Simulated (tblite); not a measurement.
# C3H9FSSi2: the cost of one run

Computed with tblite 0.8.0 and PySCF 2.14.0, with density-fitted response routines of our own, on a single molecule in the gas phase. Atoms count from 0, in the outputs and in this text.

### Step 1. The starting structure

16 atoms, charge 0, multiplicity 1; geometry from: force field or distance geometry start.

Bonds of the start (Å): C0–C1 1.34, C1–Si2 1.83, Si2–C3 1.87, Si2–F4 1.60, Si2–S5 2.12, S5–Si6 2.13, C0–H7 1.09, C0–H8 1.09, C1–H9 1.10, C3–H10 1.10, C3–H11 1.09, C3–H12 1.08, Si6–H13 1.48, Si6–H14 1.49, Si6–H15 1.48.

### Step 2. Optimising the geometry with GFN2-xTB

Job settings and geometry (Å):

```
{"job": {"kind": "relax", "xc": "GFN2-xTB", "basis": "xTB"}, "charge": 0, "multiplicity": 1}
C     -1.651300    -1.709100    -0.014100
C     -1.176400    -0.651800     0.651400
Si    -0.145900     0.715000    -0.002300
C     -1.147700     1.885800    -1.055300
F      0.435300     1.538500     1.242700
S      1.431300    -0.077600    -1.183300
Si     2.636700    -0.684400     0.468300
H     -2.245400    -2.458100     0.499900
H     -1.481100    -1.856300    -1.075600
H     -1.376600    -0.563200     1.727800
H     -1.973900     2.313100    -0.475400
H     -1.583600     1.366200    -1.912100
H     -0.536300     2.704800    -1.408400
H      3.146500     0.500200     1.196800
H      1.864800    -1.573900     1.374100
H      3.796100    -1.440200    -0.045800
```

Command:

```
OMP_NUM_THREADS=1 python probes_run.py task.json out
```

One launch serves the whole session: the jobs run in the order shown.

Q: Estimate the wall time of this first job on 1 thread of Arm Neoverse N1, shared host.

About 1.8 s.
